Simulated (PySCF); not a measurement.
# Mo₂Cl⁺: structure of the singlet

Aim: relax Mo₂Cl⁺ as a singlet from a linear start, check by its vibrations whether the end is a minimum, and collect its spectrum and constants.

Program: PySCF 2.14.0. Level of theory: PBE0, basis Cl def2-SVP, Mo def2-SVP with ECP28, scalar-relativistic core potentials, no spin–orbit coupling, density fitting. These are calculated values, not measurements.

## 1. The starting structure

3 atoms, charge 1, spin multiplicity 1.

Bond lengths: Cl1–Mo2 2.323 Å, Cl1–Mo3 2.323 Å. Angles: Mo2–Cl1–Mo3 180.0°.

Coordinates in bohr (charge 1 multiplicity 1):
```
Cl    0.0000    0.0000    0.0000
Mo    0.0000    0.0000    4.3891
Mo    0.0000    0.0000   -4.3891
```

## 2. Linear start, singlet: relaxation

The steps below are one call of a driver around PySCF. For each, scf.py gives the equivalent set-up of the SCF; relaxations use the driver's own optimiser. Before each start the driver seeks the lowest SCF state from one or more starting densities and follows internal instabilities, so scf.py alone need not reach the same state.

The program finds D∞h symmetry in the start, which this walk keeps. Threshold on the gradient: 0.0003 Eh/bohr, with a further test on the energy change.

scf.py reads:

```python
from pyscf import gto, scf, dft
mol = gto.M(atom='''
Cl     0.000000     0.000000     0.000000
Mo     0.000000     0.000000     2.322600
Mo     0.000000     0.000000    -2.322600''',
    basis={'Cl': 'def2-SVP', 'Mo': 'def2-SVP'},
    ecp={'Mo': 'def2-SVP'},
    charge=1, spin=0)
mf = dft.RKS(mol, xc='PBE0')
mf.grids.atom_grid = (50, 194)
aux = {'Cl': 'def2-universal-JKFIT', 'Mo': 'def2-universal-JKFIT'}
mf = mf.density_fit(auxbasis=aux)
mf.kernel()
```

Energy and gradient, step by step:

| step | energy (Eh) | change (kJ/mol) | largest symmetric gradient (Eh/bohr) |
| --- | --- | --- | --- |
| 0 | -595.655513 | 0.00 | 0.02738 |
| 1 | -595.660989 | -14.38 | 0.02018 |
| 2 | -595.665521 | -26.27 | 0.00549 |
| 3 | -595.665781 | -26.96 | 0.00086 |
| 4 | -595.665789 | -26.98 | 0.00002 |

The walk ran for 4.8 s (4 threads, shared host).

Geometry (Å) and forces (eV/Å) at some steps, with the part that breaks the symmetry left in:

```
step 0
Cl   0.000   0.000   0.000   0.000   0.000  -1.276
Mo   0.000   0.000   2.323   0.000   0.000  -0.770
Mo   0.000   0.000  -2.323   0.000   0.000   2.046
step 1
Cl   0.000   0.000   0.000   0.000   0.000  -1.495
Mo   0.000   0.000   2.262   0.000   0.000  -0.290
Mo   0.000   0.000  -2.262   0.000   0.000   1.785
step 2
Cl   0.000   0.000   0.000   0.000   0.000  -1.939
Mo   0.000   0.000   2.118   0.000   0.000   1.251
Mo   0.000   0.000  -2.118   0.000   0.000   0.687
step 3
Cl   0.000   0.000   0.000   0.000   0.000  -1.892
Mo   0.000   0.000   2.149   0.000   0.000   0.902
Mo   0.000   0.000  -2.149   0.000   0.000   0.990
step 4
Cl   0.000   0.000   0.000   0.000   0.000  -1.902
Mo   0.000   0.000   2.145   0.000   0.000   0.950
Mo   0.000   0.000  -2.145   0.000   0.000   0.952
```

End point (D∞h, 4 steps, 27.0 kJ/mol gained): Cl–Mo 2.145 Å (×2); Mo–Cl–Mo 180.0°. A gradient of 0.0370 Eh/bohr that breaks the symmetry is left: this electronic state wants a lower symmetry.

## 3. Relaxing without the symmetry constraint

The geometry is nudged along the force that breaks the symmetry.

The program finds C∞v symmetry in the start, which may break. Threshold on the gradient: 0.0003 Eh/bohr, with a further test on the energy change.

scf.py: that of step 2 with these lines changed.

```diff
@@ -3,3 +3,3 @@
-Cl     0.000000     0.000000     0.000000
-Mo     0.000000     0.000000     2.322600
-Mo     0.000000     0.000000    -2.322600''',
+Cl    -0.000000     0.000000    -0.084848
+Mo     0.000000    -0.000000     2.159723
+Mo    -0.000000     0.000000    -2.129418''',
```

Steps of the walk:

| step | energy (Eh) | change (kJ/mol) | largest gradient (Eh/bohr) |
| --- | --- | --- | --- |
| 0 | -595.664954 | 0.00 | 0.04683 |
| 1 | -595.667332 | -6.24 | 0.00572 |
| 2 | -595.667370 | -6.34 | 0.00035 |
| 3 | -595.667371 | -6.35 | 0.00017 |

The walk took 4.7 s.

Geometry (Å) and forces (eV/Å) at some steps:

```
step 0
Cl   0.000   0.000  -0.085   0.000   0.000   2.408
Mo   0.000   0.000   2.160   0.000   0.000  -0.854
Mo   0.000   0.000  -2.129   0.000   0.000  -1.554
step 1
Cl   0.000   0.000  -0.053   0.000   0.000   0.294
Mo   0.000   0.000   2.150   0.000   0.000  -0.145
Mo   0.000   0.000  -2.151   0.000   0.000  -0.149
step 2
Cl   0.000   0.000  -0.049   0.000   0.000   0.013
Mo   0.000   0.000   2.146   0.000   0.000  -0.018
Mo   0.000   0.000  -2.152   0.000   0.000   0.005
step 3
Cl   0.000   0.000  -0.049   0.000   0.000  -0.003
Mo   0.000   0.000   2.146   0.000   0.000  -0.006
Mo   0.000   0.000  -2.152   0.000   0.000   0.009
```

It settles in C∞v symmetry, 6.3 kJ/mol below the start, after 3 steps: Cl–Mo 2.103 Å, Cl–Mo 2.194 Å; Mo–Cl–Mo 180.0°.

## 4. Hessian and properties

On the finer grid the gradient is checked again; gradients at displacements of ±0.01 bohr then give force constants and infrared intensities.

scf.py: that of step 3 with these lines changed.

```diff
@@ -3,3 +3,3 @@
-Cl    -0.000000     0.000000    -0.084848
-Mo     0.000000    -0.000000     2.159723
-Mo    -0.000000     0.000000    -2.129418''',
+Cl    -0.000000     0.000000    -0.038572
+Mo     0.000000    -0.000000     2.154855
+Mo    -0.000000     0.000000    -2.141126''',
@@ -10 +10 @@
-mf.grids.atom_grid = (50, 194)
+mf.grids.atom_grid = (75, 302)
```

This SCF starts from the last density.

SCF at the final geometry:

```text
init E= -595.667368239393
  HOMO = -0.34560192108146  LUMO = -0.26637561772377  gap/eV = 2.15586
cycle= 1 E= -595.667368239209  delta_E= 1.84e-10  |g|= 2.56e-05  |ddm|= 2.52e-05
  HOMO = -0.345595407128588  LUMO = -0.266380804720105  gap/eV = 2.15554
cycle= 2 E= -595.667368217596  delta_E= 2.16e-08  |g|= 0.000273  |ddm|= 0.00026
  HOMO = -0.345601047664671  LUMO = -0.266375859592513  gap/eV = 2.15583
cycle= 3 E= -595.667368239397  delta_E= -2.18e-08  |g|= 1.53e-06  |ddm|= 0.000239
  HOMO = -0.345601153368356  LUMO = -0.266375984991026  gap/eV = 2.15583
cycle= 4 E= -595.667368239398  delta_E= -1.14e-12  |g|= 4.22e-07  |ddm|= 1.96e-06
  HOMO = -0.345601063635008  LUMO = -0.266376096142609  gap/eV = 2.15582
Extra cycle  E= -595.667368239394  delta_E= 4.43e-12  |g|= 3.85e-06  |ddm|= 3.94e-06
converged SCF energy = -595.667368239394
```

The whole step took 14 s.

Geometry: C∞v; Cl–Mo 2.103 Å, Cl–Mo 2.193 Å; Mo–Cl–Mo 180.0°.

Harmonic modes (main isotopes):

```json
{"symmetry": "π", "ω (cm⁻¹)": "65", "IR (km/mol)": "30.5", "μ (u)": "38.74"}
{"symmetry": "σ+", "ω (cm⁻¹)": "177", "IR (km/mol)": "3.2", "μ (u)": "97.40"}
{"symmetry": "σ+", "ω (cm⁻¹)": "621", "IR (km/mol)": "0.0", "μ (u)": "38.82"}
```

Every mode is real; the point is a minimum.

Properties at this point:

- Dipole moment about the centre of mass: 1.07 D
- Highest occupied level: -9.40 eV
- Lowest empty level: -7.25 eV
- Rotational constants: 0.01866 cm⁻¹
- Zero-point energy: 5.6 kJ/mol
- Principal polarisabilities: 73.2, 73.2, 187.8 bohr³
- Principal traceless quadrupole moments about the centre of mass: -22.20, -22.20, 44.41 D Å
- Entropy at 298.15 K and 1 bar: 310.0 J/(mol K)
- Heat capacity Cp at 298.15 K: 57.6 J/(mol K)
- Enthalpy at 298.15 K above 0 K: 14.85 kJ/mol
- Rotational symmetry number: 1

Charges (e) and bond orders:

```tsv
atom	Mulliken	Löwdin	polar tensor	Mayer order to Cl1
Cl1	-0.13	0.76	-0.29	–
Mo2	0.64	0.21	0.55	0.87
Mo3	0.49	0.03	0.74	1.19
```

Outer orbital energies (eV). occupied: -17.40, -15.65, -15.65, -9.70, -9.67, -9.50, -9.50, -9.40; empty: -7.25, -6.91, -6.91, -6.70.

Mulliken populations on Cl1: s 5.89, p 11.10, d 0.14.

## 5. Stability of the closed shell

At the lowest minimum the closed shell is tested against spin polarisation, on the (50, 194) grid. It is unstable: an open-shell solution lies lower. That solution was not followed to a minimum here.

## 6. Results

```
                            quantity                                                            value
                             minimum  singlet, C∞v (closed shell, unstable towards spin polarisation)
                            geometry                    Cl–Mo 2.103 Å, Cl–Mo 2.193 Å; Mo–Cl–Mo 180.0°
                  wavenumbers (cm⁻¹)                                       65 (π), 177 (σ+), 621 (σ+)
      dipole moment (centre of mass)                                                           1.07 D
highest occupied, lowest empty level                                                  -9.40, -7.25 eV
          polar-tensor charge of Cl1                                                          -0.29 e
                   zero-point energy                                                       5.6 kJ/mol
```

In words: The linear start (D∞h) ends in a minimum of C∞v symmetry. In the infrared the band at 65 cm⁻¹ (π) leads. Other starts or spin states, not run here, may lie lower. Modes under about 90 cm⁻¹ are uncertain by tens of cm⁻¹. A stability analysis at the minimum finds the closed shell unstable towards spin polarisation: an open-shell solution lies lower, and these values are not those of the lowest state.

The search up to here ran for 41 s (4 threads, shared host).
